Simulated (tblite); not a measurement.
# CH6ClFPSi2: the cost of one run

Programs: tblite 0.8.0 and PySCF 2.14.0, with density-fitted response routines of our own. Each step states its level of theory. These are calculated values for one molecule in the gas phase, unless marked as measured. Atoms are numbered from 0 throughout.

## (1) Starting geometry

12 atoms, charge 0, multiplicity 2; geometry from: force field or distance geometry start.

Bonds of the start (Å): F0–C1 1.38, C1–Cl2 1.77, C1–Si3 1.87, Si3–Si4 2.23, Si4–P5 2.19, C1–H6 1.13, Si3–H7 1.49, Si3–H8 1.47, Si4–H9 1.46, P5–H10 1.44, P5–H11 1.44.

## (2) Optimising the geometry with GFN2-xTB

The job: settings as JSON, then the geometry in Å.

```
{"job": {"kind": "relax", "xc": "GFN2-xTB", "basis": "xTB"}, "charge": 0, "multiplicity": 2}
F      1.725100     1.299100    -1.776600
C      1.872800     0.831400    -0.488600
Cl     1.363900     2.090600     0.640600
Si     0.804900    -0.682400    -0.226600
Si    -0.798200    -0.132000     1.220900
P     -2.805000    -0.119700     0.335800
H      2.950900     0.600300    -0.261400
H      1.692900    -1.715600     0.378400
H      0.251500    -1.189800    -1.493600
H     -0.792000    -1.062000     2.344300
H     -3.299900     1.186500     0.001100
H     -2.965700    -1.107300    -0.700300
```

Run with:

```sh
OMP_NUM_THREADS=1 python probes_run.py task.json out
```

The driver reads the jobs from task.json and runs them one after another.

Q: Estimate the wall time of this first job on 1 thread of Intel Xeon at 2.50GHz, shared host.

About 6.3 s.
